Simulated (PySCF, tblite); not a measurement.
**C4H10AsSi radical: geometry, infrared bands and EPR parameters**

Aim: predict the infrared bands and EPR parameters of C4H10AsSi radical (`[H]/[C]=C\[SiH2][As](C)C`).

Computed with tblite 0.8.0 and PySCF 2.14.0, with density-fitted response routines of our own, on a single molecule in the gas phase. Atoms are numbered from 0 throughout.

### Step 1. The molecule as given

16 atoms, charge 0, multiplicity 2; geometry from: force field or distance geometry start.

Bonds of the start (Å): C0–C1 1.33, C1–Si2 1.84, Si2–As3 2.30, As3–C4 1.93, As3–C5 1.98, C0–H6 1.08, C1–H7 1.09, Si2–H8 1.47, Si2–H9 1.48, C4–H10 1.13, C4–H11 1.13, C4–H12 1.10, C5–H13 1.12, C5–H14 1.12, C5–H15 1.09.

### Step 2. Geometry optimisation with GFN2-xTB

What the job is given:

```
{"job": {"kind": "relax", "xc": "GFN2-xTB", "basis": "xTB"}, "charge": 0, "multiplicity": 2}
C      3.061500    -0.507200    -0.913900
C      2.628100     0.682900    -0.505700
Si     1.177400     0.753100     0.630900
As    -0.576200    -0.472600    -0.209400
C     -1.740900     0.477000    -1.413100
C     -1.535300    -1.281600     1.318100
H      2.535600    -1.398600    -0.595200
H      3.173100     1.566000    -0.826700
H      0.828400     2.180400     0.741400
H      1.573500     0.345600     2.000900
H     -1.909800    -0.179200    -2.322000
H     -2.774700     0.606600    -0.988300
H     -1.384500     1.462500    -1.750300
H     -1.061800    -2.281200     1.511100
H     -1.401900    -0.608300     2.205700
H     -2.600300    -1.336500     1.104900
```

The run is started by

```bash
OMP_NUM_THREADS=1 python probes_run.py task.json out
```

This one command runs all jobs of the session in turn.

**Question.** This job is followed by: GFN2-xTB harmonic vibrations, gas phase; UKS B3LYP, def2-TZVP-core on As, pcH-1 on C H Si, non-relativistic, mean-field spin-orbit, GIAO. Predict these results of the whole session: strongest single infrared mode (GFN2-xTB); zero-point energy (GFN2-xTB); g(iso) (B3LYP); ⟨S²⟩; largest a(iso) (averaged by class); surface potential, 1st and 99th percentile.

**Answer**, as computed:

```
                                 quantity                 value
strongest single infrared mode (GFN2-xTB)  645 cm⁻¹, 374 km/mol
             zero-point energy (GFN2-xTB)         72.7 kcal/mol
                           g(iso) (B3LYP)               2.00253
                                     ⟨S²⟩    0.758 (exact 0.75)
       largest a(iso) (averaged by class)  13C on C0, 310.4 MHz
    surface potential, 1st and 99th percentile    -0.70 V and 0.94 V
```

In words: Relaxing lowered the energy by 1.171 eV in 207 steps; the close pair that moved most is C1–Si2, from 1.844 to 1.940 Å. No mode is imaginary among the 42: a minimum at this level. The strongest single mode, at 645 cm⁻¹, moves mainly H8, Si2 and H9. Unscaled tight-binding wavenumbers are off by several per cent, some by more. Its intensities can rank the bands wrongly. C0 carries the largest spin population, 0.95 e. The isotropic g lies 0.2 ppt above the free-electron value. The hyperfine terms hold no scalar relativity, which the heavier nuclei need.
